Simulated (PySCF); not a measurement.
# C3H9F2PSi: the cost of one run

Programs: PySCF 2.14.0, with routines of our own; each step states its level. All values are computed. Atoms count from 0.

### Step 1. The system as given

16 atoms, charge 0, multiplicity 1; geometry from: GFN2-xTB.

### Step 2. Magnetic properties: GIAO KT3/pcSseg-1

The job: settings as JSON, then the geometry in Å.

```
{"job": {"kind": "mag", "xc": "KT3", "basis": "pcSseg-1", "isotopologues": 2}, "charge": 0, "multiplicity": 1}
C     -1.262691    -1.451828    -0.377376
Si    -0.027142    -0.075402     0.086445
C      1.452472    -0.763802     1.072271
C      0.527697     0.936667    -1.434490
P     -1.164852     1.320857     1.555615
F     -2.112854     1.994622     0.403524
F     -0.052759     2.520950     1.498949
H     -2.139180    -1.043978    -0.872255
H     -1.603045    -1.988798     0.503415
H     -0.808706    -2.173372    -1.048951
H      2.034043    -1.455061     0.471232
H      2.115727     0.032786     1.395768
H      1.121801    -1.295875     1.959490
H      1.066321     0.325427    -2.152878
H      1.176935     1.754513    -1.133598
H     -0.331364     1.371238    -1.938570
```

Level: GIAO KT3/pcSseg-1 magnetisability, rotational g tensor and spin-rotation constants, non-relativistic, gas phase.

Launch:

```bash
$ OMP_NUM_THREADS=1 python excited_run.py task.json out
```

The driver reads the jobs from task.json and runs them one after another.

**Question.** How long does this first job take on 1 thread of Arm Neoverse V1, shared host, and how much memory does it need?

About 53 s, with a peak of 0.69 GiB.
